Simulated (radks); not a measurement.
**Ce⁴⁷⁺ in [Ne] 3s0.5 4s0.5: an all-electron calculation**

One table from this session's results is given with a row withheld; the runs are named, their logs left out.

The numbers are computed with radks (a radial shooting solver on a logarithmic mesh, Libxc functionals) version 1 (scalar-relativistic Kohn-Sham, PBE, spin-polarised, spherical densities, point nucleus; open shells are filled with parallel spins first), except any that are marked as measured or tabulated.

## The atom as given

| Item | Value |
| --- | --- |
| element | cerium (Z = 58) |
| charge | +47 |
| electrons | 11 |
| configuration | [Ne] 3s0.5 4s0.5 |

Set-up of the first run:

Input:

```text
Z 58
configuration [Ne] 3s0.5 4s0.5 3p0 3d0
relativity scalar-relativistic
functional pbe,pbe
spin polarised
nucleus point
c 137.035999084
```

One of the session's tables, all rows but one given; the rest of the session is left out.

It belongs to the step «Shells». Sizes of the orbitals, from the radial functions (bohr):

```
  level      <r>  outermost maximum (interpolated)  90 % within  nodes
  1s up  0.02455                            0.0157       0.0443      0
1s down  0.02455                            0.0157       0.0443      0
  2s up   0.1033                            0.0883        0.159      1
2s down   0.1033                            0.0883        0.159      1
  2p up  0.09040                            0.0708        0.146      0
2p down  0.09038                            0.0708        0.146      0
  3s up        ?                                 ?            ?      ?
3s down   0.2463                             0.235        0.357      2
  3p up   0.2388                             0.226        0.353      1
3p down   0.2382                             0.226        0.352      1
  3d up   0.2092                             0.178        0.317      0
3d down   0.2086                             0.178        0.316      0
  4s up   0.4537                             0.460        0.638      3
```

Q: Estimate the row for 3s up from the others.

The run gave: <r>: 0.2468; outermost maximum (interpolated): 0.235; 90 % within: 0.358; nodes: 2. In the column «<r>» it lies between 3s down (0.2463) and 4s up (0.4537).
